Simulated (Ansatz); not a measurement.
# C₂H₈S₂Si: up Jacob's ladder to CCSD(T)

One table from this session's results is given with a row withheld; the runs are named, their logs left out.

Method: functionals in def2-TZVPP, the program's frozen cores in correlated methods; program: Ansatz 0.2.0, Gaussian basis.

Plan: LDA (SPW92), PBE-D4, revPBE-D4, BLYP-D4, r2SCAN-D4, B97M-V, PBE0-D4, B3LYP-D4, r2SCANh-D4, r2SCAN0-D4, HSE06-D4, BHLYP-D4, CAM-B3LYP-D4, LC-ωPBE, ωB97X-V, ωB97M-V, B2PLYP, PBE-QIDH; CCSD(T)/def2-SVP; CCSD(T)/def2-TZVPP; MP2/def2-QZVPP; extrapolation to the limit; RPA on PBE.

## The geometry

The geometry comes from an earlier relaxation with PBE0-D4 in a triple-zeta def2 set; it is a stationary point, not always the lowest conformer.

SMILES `CS[SiH](C)S`, 13 atoms, charge 0, spin multiplicity 1.

Atoms are counted from 1 here; the program's logs count them from 0.

Bond lengths: C1–S2 1.815 Å, C1–H6 1.089 Å, C1–H7 1.090 Å, C1–H8 1.089 Å, S2–Si3 2.125 Å, Si3–C4 1.863 Å, Si3–S5 2.145 Å, Si3–H9 1.485 Å, C4–H10 1.092 Å, C4–H11 1.092 Å, C4–H12 1.093 Å, S5–H13 1.343 Å. Angles: S2–C1–H6 106.9°, S2–C1–H7 110.6°, S2–C1–H8 111.2°, H6–C1–H7 109.1°, H6–C1–H8 109.0°, H7–C1–H8 110.1°, C1–S2–Si3 100.6°, S2–Si3–C4 113.8°, S2–Si3–S5 112.0°, S2–Si3–H9 103.3°, C4–Si3–S5 104.8°, C4–Si3–H9 111.9°, S5–Si3–H9 111.2°, Si3–C4–H10 109.9°, Si3–C4–H11 111.1°, Si3–C4–H12 110.5°, H10–C4–H11 108.4°, H10–C4–H12 108.7° and more.

Set-up of the first run:

in.yaml

```yaml
crystal:
  periodic: [false, false, false]
  atoms:
    - {symbol: C, position_ang: [-2.010833, 0.449961, 0.278129]}
    - {symbol: S, position_ang: [-1.281804, -0.147565, -1.273272]}
    - {symbol: Si, position_ang: [0.782597, -0.128829, -0.768399]}
    - {symbol: C, position_ang: [1.215036, -1.230161, 0.670381]}
    - {symbol: S, position_ang: [1.450520, 1.824305, -0.185062]}
    - {symbol: H, position_ang: [-3.055316, 0.678241, 0.069242]}
    - {symbol: H, position_ang: [-1.507490, 1.356830, 0.613680]}
    - {symbol: H, position_ang: [-1.963837, -0.313119, 1.054293]}
    - {symbol: H, position_ang: [1.444205, -0.569330, -2.022346]}
    - {symbol: H, position_ang: [0.919028, -2.258817, 0.454302]}
    - {symbol: H, position_ang: [0.703891, -0.907348, 1.579971]}
    - {symbol: H, position_ang: [2.291203, -1.208385, 0.858619]}
    - {symbol: H, position_ang: [1.033199, 2.419417, -1.314837]}
basis:
  gaussian: {orbitals: def2-TZVPP}
hamiltonian: {xc: lda}
output: {orbitals: {seedname: orbitals}}
```

Among the steps run: LDA; PBE-D4 (GGA); revPBE-D4 (GGA); BLYP-D4 (GGA); r2SCAN-D4 (meta-GGA); B97M-V (meta-GGA); PBE0-D4 (hybrid); B3LYP-D4 (hybrid); r2SCANh-D4 (hybrid); r2SCAN0-D4 (hybrid); HSE06-D4 (hybrid); BHLYP-D4 (hybrid); CAM-B3LYP-D4 (range-separated); LC-ωPBE (range-separated); ωB97X-V (range-separated); ωB97M-V (range-separated); B2PLYP (double hybrid); PBE-QIDH (double hybrid).

One of the session's tables, all rows but one given; the rest of the session is left out.

It belongs to the step «Frontier levels by functional». 

```
  functional  HOMO (eV)  gap (eV)
 LDA (SPW92)      -5.82      4.89
      PBE-D4      -5.71      4.98
   revPBE-D4      -5.66      5.02
     BLYP-D4      -5.55      4.95
   r2SCAN-D4      -5.97      5.53
      B97M-V      -6.08      5.58
     PBE0-D4      -6.90      7.11
    B3LYP-D4      -6.67      6.65
  r2SCANh-D4      -6.41      6.30
  r2SCAN0-D4      -7.07      7.45
    HSE06-D4      -6.50      6.33
    BHLYP-D4      -7.96      9.15
CAM-B3LYP-D4      -8.21      9.49
     LC-ωPBE          ?         ?
     ωB97X-V      -9.24     11.56
     ωB97M-V      -9.07     11.15
```

Estimate the missing values for LC-ωPBE.

**Answer.** HOMO (eV): -9.59; gap (eV): 12.05. In the column «HOMO (eV)» it is the lowest.
